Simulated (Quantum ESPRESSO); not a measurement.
# Ag3S (P-6m2) in Quantum ESPRESSO: reference runs

How does Ag3S come out in PBE? The cell is run as given.

All numbers are computed with Quantum ESPRESSO 7.5; they aren't measurements. Logs are shortened: lines on timing, memory, paths and dates and some standing lists are left out, and cuts for length are marked.

## 1. Starting point

It takes space group P-6m2 (No. 187, hexagonal). Conventional cell: a = 3.018 Å, b = 3.018 Å, c = 9.375 Å, α = 90.00°, β = 90.00°, γ = 120.00°. Around Ag (site symmetry -6m2) lie 12 Ag at 3.01 to 3.02 Å. Around Ag (site symmetry 3m) lie 3 S at 2.83 Å and 9 Ag at 3.01 to 3.02 Å. Around S (site symmetry -6m2) lie 6 Ag at 2.83 Å and 6 S at 3.02 Å.

The cell was built by a generator and needn't be a form met in nature.

## 2. Single point, PBE

The input, pw.in:

```
&CONTROL
  calculation = 'scf'
  prefix = 'pwscf'
  outdir = './tmp'
  pseudo_dir = './pseudo'
  tprnfor = .true.
  tstress = .true.
  disk_io = 'nowf'
/
&SYSTEM
  ibrav = 0
  nat = 4
  ntyp = 2
  ecutwfc = 60
  ecutrho = 440
  nbnd = 42
  occupations = 'smearing'
  smearing = 'fd'
  degauss = 0.00367493
/
&ELECTRONS
  conv_thr = 8d-10
  electron_maxstep = 120
  mixing_beta = 0.5
/
ATOMIC_SPECIES
Ag   107.8682 Ag_ONCV_PBE-1.0.oncvpsp.upf
S     32.0600 s_pbe_v1.4.uspp.F.UPF
CELL_PARAMETERS angstrom
   3.0176801600    0.0000000000    0.0000000000
  -1.5088400800    2.6133876700    0.0000000000
   0.0000000000    0.0000000000    9.3750202000
ATOMIC_POSITIONS crystal
Ag     0.0000000000    0.0000000000    0.5000000000
Ag     0.6666666700    0.3333333300    0.2378099400
Ag     0.6666666700    0.3333333300    0.7621900600
S      0.0000000000    0.0000000000    0.0000000000
K_POINTS automatic
10 10 3 0 0 0
```

Potentials or basis: SSSP 1.3 efficiency PBE.

Run with:

```bash
$ OMP_NUM_THREADS=1 pw.x -in pw.in > pw.out
```

pw.out:

```text
This program is part of the open-source Quantum ESPRESSO suite
     for quantum simulation of materials; please cite
         "P. Giannozzi et al., J. Phys.:Condens. Matter 21 395502 (2009);
         "P. Giannozzi et al., J. Phys.:Condens. Matter 29 465901 (2017);
         "P. Giannozzi et al., J. Chem. Phys. 152 154105 (2020);
     in publications or presentations arising from this work. More details at

     Message from routine setup:
     using ibrav=0 with symmetry is DISCOURAGED, use correct ibrav instead

     G-vector sticks info
     --------------------
     sticks:   dense  smooth     PW     G-vecs:    dense   smooth      PW
     Sum         979     547    163                77633    31269    5045

     Using Slab Decomposition

     bravais-lattice index     =            0
     lattice parameter (alat)  =       5.7026  a.u.
     unit-cell volume          =     498.9372 (a.u.)^3
     number of atoms/cell      =            4
     number of atomic types    =            2
     number of electrons       =        63.00
     number of Kohn-Sham states=           42
     kinetic-energy cutoff     =      60.0000  Ry
     charge density cutoff     =     440.0000  Ry
     scf convergence threshold =      8.0E-10
     mixing beta               =       0.5000
     number of iterations used =            8  plain     mixing
     Exchange-correlation=  SLA  PW   PBX  PBC
                           (   1   4   3   4   0   0   0)

     celldm(1)=   5.702589  celldm(2)=   0.000000  celldm(3)=   0.000000
     celldm(4)=   0.000000  celldm(5)=   0.000000  celldm(6)=   0.000000

     crystal axes: (cart. coord. in units of alat)
               a(1) = (   1.000000   0.000000   0.000000 )
               a(2) = (  -0.500000   0.866025   0.000000 )
               a(3) = (   0.000000   0.000000   3.106698 )

     reciprocal axes: (cart. coord. in units 2 pi/alat)
               b(1) = (  1.000000  0.577350 -0.000000 )
               b(2) = (  0.000000  1.154701  0.000000 )
               b(3) = (  0.000000 -0.000000  0.321885 )

     PseudoPot. # 1 for Ag read from file:
     Ag_ONCV_PBE-1.0.oncvpsp.upf
     Pseudo is Norm-conserving, Zval = 19.0
     Generated using ONCVPSP code by D. R. Hamann
     Using radial grid of 1398 points,  6 beta functions with:
                l(1) =   0
                l(2) =   0
                l(3) =   1
                l(4) =   1
                l(5) =   2
                l(6) =   2

     PseudoPot. # 2 for S  read from file:
     s_pbe_v1.4.uspp.F.UPF
     Pseudo is Ultrasoft + core correction, Zval =  6.0
     Generated by new atomic code, or converted to UPF format
     Using radial grid of  907 points,  6 beta functions with:
                l(1) =   0
                l(2) =   0
                l(3) =   1
                l(4) =   1
                l(5) =   2
                l(6) =   2
     Q(r) pseudized with  8 coefficients,  rinner =    1.300   1.300   1.300
                                                       1.300   1.300

     atomic species   valence    mass     pseudopotential
     Ag               19.00   107.86820     Ag( 1.00)
     S                 6.00    32.06000     S ( 1.00)

     12 Sym. Ops. (no inversion) found

   Cartesian axes

     site n.     atom                  positions (alat units)
         1        Ag     tau(   1) = (   0.0000000   0.0000000   1.5533489  )
         2        Ag     tau(   2) = (   0.5000000   0.2886751   0.7388036  )
         3        Ag     tau(   3) = (   0.5000000   0.2886751   2.3678942  )
         4        S      tau(   4) = (   0.0000000   0.0000000   0.0000000  )

     number of k points=    28  Fermi-Dirac smearing, width (Ry)=  0.0037
                       cart. coord. in units 2pi/alat
        k(    1) = (   0.0000000   0.0000000   0.0000000), wk =   0.0066667
        k(    2) = (   0.0000000   0.0000000   0.1072951), wk =   0.0133333
        k(    3) = (   0.0000000   0.1154701   0.0000000), wk =   0.0400000
        k(    4) = (   0.0000000   0.1154701   0.1072951), wk =   0.0800000
        k(    5) = (   0.0000000   0.2309401   0.0000000), wk =   0.0400000
        k(    6) = (   0.0000000   0.2309401   0.1072951), wk =   0.0800000
[... 20 lines left out ...]
        k(   27) = (   0.3000000   0.5196152   0.0000000), wk =   0.0400000
        k(   28) = (   0.3000000   0.5196152   0.1072951), wk =   0.0800000

     Dense  grid:    77633 G-vectors     FFT dimensions: (  40,  40, 120)

     Smooth grid:    31269 G-vectors     FFT dimensions: (  30,  30,  90)

     Initial potential from superposition of free atoms

     starting charge      62.9991, renormalised to      63.0000
     Starting wfcs are   34 randomized atomic wfcs +    8 random wfcs

     Self-consistent Calculation

     iteration #  1     ecut=    60.00 Ry     beta= 0.50
     Davidson diagonalization with overlap
     ethr =  1.00E-02,  avg # of iterations =  4.1

     Threshold (ethr) on eigenvalues was too large:
     Diagonalizing with lowered threshold

     Davidson diagonalization with overlap
     ethr =  4.22E-04,  avg # of iterations =  1.8

     total energy              =    -885.89398517 Ry
     estimated scf accuracy    <       0.26443180 Ry

     iteration #  2     ecut=    60.00 Ry     beta= 0.50
     Davidson diagonalization with overlap
     ethr =  4.20E-04,  avg # of iterations =  5.8

     total energy              =    -885.73028364 Ry
     estimated scf accuracy    <       3.03610924 Ry

     iteration #  3     ecut=    60.00 Ry     beta= 0.50
     Davidson diagonalization with overlap
     ethr =  4.20E-04,  avg # of iterations =  3.8

     total energy              =    -886.01374374 Ry
     estimated scf accuracy    <       0.06186677 Ry
[... 40 lines left out ...]
     total energy              =    -886.02088896 Ry
     estimated scf accuracy    <       0.00000005 Ry

     iteration # 10     ecut=    60.00 Ry     beta= 0.50
     Davidson diagonalization with overlap
     ethr =  8.68E-11,  avg # of iterations =  1.1

     total energy              =    -886.02088896 Ry
     estimated scf accuracy    <       0.00000002 Ry

     iteration # 11     ecut=    60.00 Ry     beta= 0.50
     Davidson diagonalization with overlap
     ethr =  2.74E-11,  avg # of iterations =  1.1

     End of self-consistent calculation

          k = 0.0000 0.0000 0.0000 (  3841 PWs)   bands (ev):

   -77.9427 -77.9412 -77.9341 -41.4132 -41.3807 -41.3570 -41.3570 -41.3556
   -41.3556 -41.3444 -41.3343 -41.3343  -0.3335   7.2552   7.6461   8.2640
     9.0782   9.4472   9.4813   9.4813   9.4905   9.4905   9.6198   9.6198
    10.1411  10.1411  10.4080  10.4080  10.7126  10.7126  11.8753  14.7366
    15.4842  15.4842  20.7380  22.5877  23.1375  25.2950  25.2950  28.1831
    28.3963  28.3963

          k = 0.0000 0.0000 0.1073 (  3890 PWs)   bands (ev):

   -77.9427 -77.9412 -77.9341 -41.4132 -41.3806 -41.3570 -41.3570 -41.3556
   -41.3556 -41.3445 -41.3343 -41.3343  -0.3328   6.9231   8.0840   8.3170
     9.1957   9.4771   9.4771   9.4950   9.4950   9.5464   9.6247   9.6247
    10.1155  10.1155  10.4389  10.4389  10.7026  10.7026  10.9599  15.4836
    15.4836  16.1552  18.6657  23.0966  24.4763  25.2996  25.2996  27.9322
    28.3996  28.3996
[... 57 lines left out ...]
   -77.9362 -77.9359 -77.9299 -41.4273 -41.4231 -41.4081 -41.3835 -41.3754
   -41.3726 -41.3647 -41.3535 -41.3498   1.6058   7.9842   8.1207   8.4377
     8.7627   8.8918   9.0471   9.3356   9.6607   9.9651  10.2100  10.2213
    10.6204  10.7491  10.8364  10.8472  11.0678  11.5579  12.6629  14.1335
    15.6709  16.9262  18.2648  18.7038  21.1135  21.6503  22.7790  24.9314
    24.9453  25.2009

          k = 0.0000 0.4619 0.1073 (  3918 PWs)   bands (ev):

   -77.9362 -77.9359 -77.9299 -41.4273 -41.4231 -41.4081 -41.3835 -41.3753
   -41.3726 -41.3646 -41.3535 -41.3498   1.6058   8.0434   8.1851   8.4923
     8.5732   8.7784   8.9047   9.6144   9.7724   9.8649  10.0653  10.5106
    10.5560  10.7516  10.8316  10.8533  10.8875  11.4864  13.1903  14.1444
    14.7646  17.1656  18.2709  19.7048  20.6643  21.4296  22.6864  24.2986
    24.4228  26.4356

          k = 0.0000-0.5774 0.0000 (  3928 PWs)   bands (ev):

   -77.9355 -77.9354 -77.9295 -41.4339 -41.4301 -41.4144 -41.3795 -41.3773
   -41.3744 -41.3645 -41.3562 -41.3515   1.9343   7.6497   8.0648   8.3469
     8.6815   8.7676   9.0354   9.2290   9.6254   9.9416  10.2677  10.3187
    10.6649  10.8896  10.9292  10.9906  11.1460  12.1802  14.0159  14.4777
    15.4251  15.9853  17.6488  19.3461  20.1290  20.9364  21.5642  24.6250
    24.8140  24.9150

          k = 0.0000-0.5774 0.1073 (  3926 PWs)   bands (ev):

   -77.9355 -77.9354 -77.9295 -41.4339 -41.4300 -41.4144 -41.3796 -41.3773
   -41.3744 -41.3644 -41.3563 -41.3515   1.9342   7.6885   8.1233   8.4237
     8.4832   8.7191   8.7697   9.5743   9.7729   9.9198  10.0515  10.5953
    10.6306  10.8920  10.9285  10.9883  10.9909  12.1176  14.0303  14.5950
    15.5161  15.9725  17.5215  18.6149  20.5153  21.0885  22.7338  23.9335
    24.1205  25.6572

          k = 0.1000 0.1732 0.0000 (  3883 PWs)   bands (ev):

   -77.9408 -77.9397 -77.9328 -41.4079 -41.3821 -41.3753 -41.3751 -41.3633
   -41.3612 -41.3500 -41.3449 -41.3395   0.1175   7.7903   8.2534   8.6172
     9.1712   9.2474   9.2629   9.4150   9.5210   9.7082   9.7984   9.7994
     9.9538  10.1224  10.2491  10.3580  10.4553  10.7401  13.2700  13.2821
    14.8517  15.4711  20.5807  23.2612  23.9316  24.4714  25.5587  26.1986
    26.3293  26.6814

          k = 0.1000 0.1732 0.1073 (  3897 PWs)   bands (ev):
[... 118 lines left out ...]
   -77.9348 -77.9347 -77.9290 -41.4186 -41.4148 -41.4044 -41.4022 -41.3991
   -41.3798 -41.3725 -41.3589 -41.3582   2.2418   8.4422   8.6041   8.7730
     8.8189   8.9877   9.1286   9.2134   9.4066   9.7207   9.7554   9.9666
    10.1064  10.4227  10.5634  10.7818  11.2137  11.5519  13.0213  15.7887
    17.2583  17.9188  18.4883  18.5961  19.5611  20.3633  22.0199  22.5386
    22.7920  24.2370

          k = 0.3000 0.5196 0.1073 (  3929 PWs)   bands (ev):

   -77.9348 -77.9347 -77.9290 -41.4186 -41.4148 -41.4044 -41.4022 -41.3991
   -41.3798 -41.3726 -41.3589 -41.3581   2.2418   8.4083   8.6024   8.6341
     8.9114   9.1248   9.1416   9.3137   9.4505   9.6685   9.6900   9.9787
    10.0802  10.2584  10.4671  10.8011  11.2869  11.6523  13.0267  15.8338
    17.3237  17.8327  18.3015  18.5890  19.8316  20.3134  21.1184  22.6185
    24.2411  25.0099

     the Fermi energy is    14.0579 ev

!    total energy              =    -886.02088897 Ry
     estimated scf accuracy    <          5.5E-11 Ry
     smearing contrib. (-TS)   =      -0.00107977 Ry
     internal energy E=F+TS    =    -886.01980920 Ry

     The total energy is F=E-TS. E is the sum of the following terms:
     one-electron contribution =    -476.88005934 Ry
     hartree contribution      =     263.56919372 Ry
     xc contribution           =     -89.60953345 Ry
     ewald contribution        =    -583.09941013 Ry

     convergence has been achieved in  11 iterations

     Forces acting on atoms (cartesian axes, Ry/au):

     atom    1 type  1   force =     0.00000000    0.00000000    0.00000000
     atom    2 type  1   force =     0.00000000   -0.00000000    0.00505346
     atom    3 type  1   force =     0.00000000   -0.00000000   -0.00505346
     atom    4 type  2   force =     0.00000000    0.00000000    0.00000000

     Total force =     0.007147     Total SCF correction =     0.000035

     Computing stress (Cartesian axis) and pressure

          total   stress  (Ry/bohr**3)                   (kbar)     P=      -31.47
  -0.00013219  -0.00000000   0.00000000          -19.45       -0.00        0.00
  -0.00000000  -0.00013219   0.00000000           -0.00      -19.45        0.00
   0.00000000   0.00000000  -0.00037746            0.00        0.00      -55.53

=------------------------------------------------------------------------------=
   JOB DONE.
=------------------------------------------------------------------------------=
```

It took 1.9 min on 1 thread of Intel Xeon Platinum 8259CL at 2.50GHz (Skylake/Cascade Lake), shared host; peak memory 0.38 GiB.

Results:

```yaml
Free_energy: -12054.9283 eV
Pressure: -3.1 GPa
Largest_force: 0.130 eV/Å
Band_gap_on_the_k_mesh: none (metal or under the smearing width)
```

Forces in eV/Å, atoms in the order of the input:
```
Ag   0.000  0.000  0.000
Ag   0.000  0.000  0.130
Ag   0.000  0.000 -0.130
S    0.000  0.000  0.000
```

Levels at points of the mesh, in eV from the Fermi level:
```tsv
k point	band 27	band 28	band 29	band 30	band 31	band 32	band 33	band 34	band 35	band 36
(0.00, 0.00, 0.00)	-3.65	-3.65	-3.35	-3.35	-2.18	0.68	1.43	1.43	6.68	8.53
(0.00, -0.50, 0.00)	-3.13	-3.07	-2.91	-1.88	-0.04	0.42	1.37	1.93	3.59	5.29
```
